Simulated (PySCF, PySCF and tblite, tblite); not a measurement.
# C₄H₄F₃N: conformers and averaged spectra, part 2 of 2

PySCF and tblite. Atoms count from 0.

## Step 10: Couplings, conformer 2: B3LYP/pcJ-1+pcSseg-1

What the job is given:

```
{"job": {"xc": "B3LYP", "basis": {"default": "pcSseg-1", "H": "pcJ-1", "F": "pcJ-1"}, "nuclei": ["H", "F", "P", "Si", "B"], "kind": "j"}, "charge": 0, "multiplicity": 1}
N      2.225811     1.924504    -0.292142
C      1.687008     0.901627    -0.319486
C      1.033535    -0.402653    -0.336952
C     -0.201077    -0.506140     0.556843
C     -1.407197     0.222035     0.015527
F     -1.197491     1.533321    -0.092672
F     -2.460701     0.040608     0.813157
F     -1.737260    -0.231368    -1.200518
H      1.776586    -1.148947    -0.015550
H      0.768425    -0.651530    -1.377175
H      0.002919    -0.119876     1.565914
H     -0.489360    -1.562266     0.657029
```

Log:

```text
coarse grid: 11144 points
cycle   1  E = -508.8616141375  dE =  1.154e+00  |g| = 9.845e-01  |ddm| = 2.914e+00
cycle   2  E = -508.4962146019  dE =  3.654e-01  |g| = 1.754e+00  |ddm| = 1.631e+00
cycle   3  E = -509.0090768852  dE = -5.129e-01  |g| = 3.289e-01  |ddm| = 1.198e+00
cycle   4  E = -509.0302010830  dE = -2.112e-02  |g| = 9.374e-02  |ddm| = 2.411e-01
cycle   5  E = -509.0318960259  dE = -1.695e-03  |g| = 2.392e-02  |ddm| = 7.935e-02
cycle   6  E = -509.0320154627  dE = -1.194e-04  |g| = 3.735e-03  |ddm| = 1.809e-02
cycle   7  E = -509.0320183667  dE = -2.904e-06  |g| = 9.847e-04  |ddm| = 3.401e-03
final grid: 112128 points
cycle   8  E = -509.1002557315  dE = -1.319e-04  |g| = 7.040e-03  |ddm| = 1.912e-02
cycle   9  E = -509.1002474896  dE =  8.242e-06  |g| = 9.998e-03  |ddm| = 9.505e-03
cycle  10  E = -509.1002639916  dE = -1.650e-05  |g| = 1.003e-03  |ddm| = 5.623e-03
cycle  11  E = -509.1002640457  dE = -5.410e-08  |g| = 8.455e-04  |ddm| = 1.157e-03
cycle  12  E = -509.1002641855  dE = -1.398e-07  |g| = 2.070e-04  |ddm| = 5.798e-04
cycle  13  E = -509.1002641947  dE = -9.156e-09  |g| = 2.782e-05  |ddm| = 1.340e-04
cycle  14  E = -509.1002641948  dE = -1.620e-10  |g| = 5.038e-06  |ddm| = 2.480e-05
converged SCF energy = -509.1002641948

Indirect spin-spin couplings (Hz)
  i      j    bonds     total        FC       PSO       DSO        SD
  5 F    6 F    2     63.208    37.984   -23.396    -0.386    49.007
  5 F    7 F    2     55.498    39.516   -32.386    -0.294    48.662
  5 F    8 H    4     -2.288    -2.076     1.263    -1.344    -0.131
  5 F   10 H    3      0.800     0.479     0.519     0.164    -0.361
  5 F   11 H    3     24.917    26.021     0.953    -2.086     0.028
  6 F    7 F    2     68.416    41.136   -21.489    -0.397    49.165
  6 F    8 H    4      2.317     2.004     1.417    -1.278     0.174
  6 F    9 H    4     -1.960    -1.348     0.760    -1.303    -0.068
  6 F   10 H    3      0.851     1.164    -0.002     0.215    -0.526
  6 F   11 H    3      1.876     2.186     0.008     0.278    -0.597
  7 F    8 H    4     -0.316     0.017     0.784    -0.977    -0.140
  7 F    9 H    4      0.366     0.533    -1.541     1.594    -0.219
  7 F   10 H    3     24.270    25.327     1.008    -2.077     0.011
  7 F   11 H    3      1.413     1.114     0.578     0.141    -0.419
  8 H    9 H    2    -20.131   -20.107     1.802    -1.826         -
  8 H   10 H    3      2.168     2.254     0.370    -0.456         -
  8 H   11 H    3      7.335     7.296    -0.272     0.311         -
  9 H   10 H    3     15.452    15.773     2.176    -2.496         -
  9 H   11 H    3      2.269     2.321     0.202    -0.254         -
 10 H   11 H    2    -16.398   -16.434     1.589    -1.553         -
```

Run time: 27 s. Hardware: 1 thread of Arm Neoverse V2, shared host; peak memory 0.92 GiB.

This run: HOMO -9.34 eV, LUMO -0.01 eV; dipole 4.37 D.

## Step 11: The ensemble: properties at PBE0/pcSseg-1

What the job is given:

```
{"job": {"study": "conf", "smiles": "N#CCCC(F)(F)F", "search": {"seed": 991, "n_embed": 90, "ff_keep": 14, "window": 4.0, "nmax": 7, "temps": [180, 230, 298.15, 330, 400], "t_ref": 298.15, "order": 0.001, "geom": true}, "level": {"nmr": {"xc": "PBE0", "basis": "pcSseg-1"}, "sp": {"xc": "PBE0", "basis": "def2-TZVP"}, "j": {"xc": "B3LYP", "basis": {"default": "pcSseg-1", "H": "pcJ-1", "F": "pcJ-1"}, "nuclei": ["H", "F", "P", "Si", "B"], "top": 4}}, "kind": "conf"}, "charge": 0, "multiplicity": 1}
N      3.264487    -0.524974    -0.462696
C      2.230961    -0.119864    -0.137488
C      0.921657     0.379200     0.258582
C     -0.217964    -0.467616    -0.303014
C     -1.565370     0.092178     0.076548
F     -1.711985     0.157258     1.404908
F     -2.550975    -0.662795    -0.405646
F     -1.729430     1.332157    -0.399950
H      0.825801     1.420746    -0.087749
H      0.871736     0.403102     1.358688
H     -0.164810    -1.499554     0.072318
H     -0.172910    -0.510526    -1.400530
```

Log:

```text
conformer  sym    E(xTB)   E(DFT)   G(298.15 K)  weight  dipole/D
    1     Cs      0.000    0.000    0.000   0.8562    1.883
    2     C1      1.265    1.293    1.057   0.1438    4.405

mean shielding (ppm) by class
class atoms           180 K      230 K   298.15 K      330 K      400 K
  0 N  0            -43.024    -43.063    -43.123    -43.149    -43.202
  1 C  1             62.379     62.382     62.386     62.388     62.391
  2 C  2            172.419    172.426    172.435     172.44    172.448
  3 C  3            150.833    150.862    150.905    150.925    150.963
  4 C  4             54.194      54.19     54.185     54.182     54.178
  5 F  5,6,7        261.411    261.316    261.173    261.109    260.983
  6 H  8,9           28.955     28.955     28.956     28.956     28.957
  7 H  10,11          29.16     29.166     29.175      29.18     29.188
```

Wall time 1.8 min (1 thread of Arm Neoverse V2, shared host). This counts the runs that the step sums up.

The search (ETKDG and KDG, MMFF94s, GFN2-xTB) embedded 90 structures, kept 2 distinct ones after the force field and 2 after xTB; 2 were carried on (window 4.0 kcal/mol at the search's own energies). Energies: PBE0/def2-TZVP with D3(BJ).

Conformer by conformer (298 K):

| no. | group | mirror pair | ΔE xTB | ΔE DFT | ΔG | weight (%) | μ (D) | C1–C2–C3–C4 (°) | A, B, C (GHz) |
| --- | --- | --- | --- | --- | --- | --- | --- | --- | --- |
| 1 | Cs | no | 0.00 | 0.00 | 0.00 | 85.6 | 1.88 | -178 | 4.94, 0.97, 0.96 |
| 2 | C1 | yes | 1.26 | 1.29 | 1.06 | 14.4 | 4.41 | 74 | 3.96, 1.31, 1.21 |

Energies in kcal/mol. ΔG holds xTB vibrations and rotation, symmetry numbers and mirror pairs.

Weights (%) by temperature:

| no. | 180 K | 230 K | 298 K | 330 K | 400 K |
| --- | --- | --- | --- | --- | --- |
| 1 | 96.2 | 92.0 | 85.6 | 82.8 | 77.1 |
| 2 | 3.8 | 8.0 | 14.4 | 17.2 | 22.9 |

Other ways of weighting, at the same temperature:

| scheme | 1 | 2 | mean μ (D) |
| --- | --- | --- | --- |
| DFT free energy | 86 | 14 | 2.25 |
| DFT energy, symmetry counted | 82 | 18 | 2.35 |
| DFT energy alone | 90 | 10 | 2.14 |
| xTB energy, symmetry counted | 81 | 19 | 2.37 |
| xTB free energy | 85 | 15 | 2.26 |
| lowest conformer only | 100 | 0 | 1.88 |
| equal weights | 50 | 50 | 3.14 |

Shifts against references run at the same level (¹⁹F CFCl3 177.2, ¹³C TMS 184.4, ¹⁵N NH3 265.7, ¹H TMS 31.27 ppm of shielding), by class of atoms, at 298 K:

| atoms | environment | no. 1 | no. 2 | average |
| --- | --- | --- | --- | --- |
| C4 | CF3 carbon | 130.2 | 130.3 | 130.2 |
| C1 | nitrile carbon | 122.0 | 122.0 | 122.0 |
| C3 | sp3 CH2 | 33.6 | 32.9 | 33.5 |
| C2 | sp3 CH2 α to a nitrile | 12.0 | 11.8 | 12.0 |
| H8, H9 | hydrogen on an sp3 CH2 α to a nitrile | 2.31 | 2.30 | 2.31 |
| H10, H11 | hydrogen on an sp3 CH2 | 2.11 | 1.97 | 2.09 |
| N0 | nitrile nitrogen | 308.7 | 309.6 | 308.8 |
| F5, F6, F7 | fluorine of a CF3 group | -84.2 | -82.0 | -83.9 |

Couplings (Hz, B3LYP/pcJ-1+pcSseg-1; one pair named for each class), from conformers that hold 100 % of the weight:

| pair | bonds | no. 1 | no. 2 | average |
| --- | --- | --- | --- | --- |
| F5–F6 | 2 | 61.8 | 62.4 | 61.9 |
| H8–H9 | 2 | -19.3 | -20.1 | -19.4 |
| H10–H11 | 2 | -16.0 | -16.4 | -16.1 |
| H8–H10 | 3 | 15.9 | 2.2 | 13.9 |
| F5–H10 | 3 | 9.1 | 9.0 | 9.1 |
| H8–H11 | 3 | 4.4 | 11.4 | 5.4 |

Effective distances for nuclear Overhauser effects, ⟨r⁻⁶⟩^(−1/6) over all pairs of two classes (Å): H8···H10 2.70.

## Step 12: Summary of results

The summary covers parts 1 to 2.

| quantity | value |
| --- | --- |
| conformers | 2; the first in weight is no. 1 (Cs), 86 % at 298 K |
| root-mean-square dipole | 2.41 D |
| averaged ¹³C shifts (PBE0/pcSseg-1) | 130.2, 122.0, 33.5, 12.0 ppm |
| averaged ¹H shifts (PBE0/pcSseg-1) | 2.31, 2.09 ppm |
| averaged ¹⁹F shifts (PBE0/pcSseg-1) | -83.9 ppm |

At 298 K conformer 1 holds 86 % of the ensemble (96 % at 180 K, 77 % at 400 K). Among conformers over 5 %, H10, H11 differ by 0.14 ppm, while the average moves by 0.03 ppm from 180 to 400 K. Among vicinal couplings, H8–H10 differs most between the conformers listed (15.9 for no. 1, 2.2 for no. 2; average 13.9 Hz).
